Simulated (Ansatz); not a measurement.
The system is Ir4W.

```xyz
5
Lattice="1.3778 0.7955 11.3106 -1.3778 0.7955 11.3106 0.0000 -1.5910 11.3106" Properties=species:S:1:pos:R:3 pbc="T T T"
Ir    0.0000    0.0000   13.5614
Ir    0.0000    0.0000   27.1728
Ir    0.0000    0.0000    6.7589
Ir    0.0000    0.0000   20.3703
W     0.0000    0.0000    0.0000
```

The cell comes from a database or a generator and needn't be the stable form of this composition.

Base run:

* Program: Ansatz 0.2.0
* Functional: RPBE
* Potentials or basis: Ansatz PAW
* Cutoff: 420 eV (not typed: the program's choice for these potentials)
* k mesh: 11 × 11 × 11
* Occupations: fermi-dirac, width 0.05 eV
* Spin: no spin polarisation

Its results: band gap on the k mesh none (metal or under the smearing width); pressure 2.6 GPa; largest force 0.026 eV/Å.

Question: After a change of settings the same cell gave: band gap on the k mesh none (metal or under the smearing width); pressure -17.4 GPa; largest force 0.060 eV/Å. Which change was it?
A. functional from RPBE to revPBE
B. functional from RPBE to r2SCAN; cutoff from 420 eV (not typed: the program's choice for these potentials) to 500 eV (not typed: the program's choice for these potentials)
C. functional from RPBE to LDA
D. functional from RPBE to BLYP

Answer: C.

LDA binds more tightly than RPBE, so the same cell stands under less pressure.

Caveats: spin-orbit coupling is left out, which moves the levels of the heavy elements; the PAW data sets come from PBE, with cores solved anew for the run's functional, which leaves a small shift of forces and pressure.

Runs at the PBE level aren't shown here.
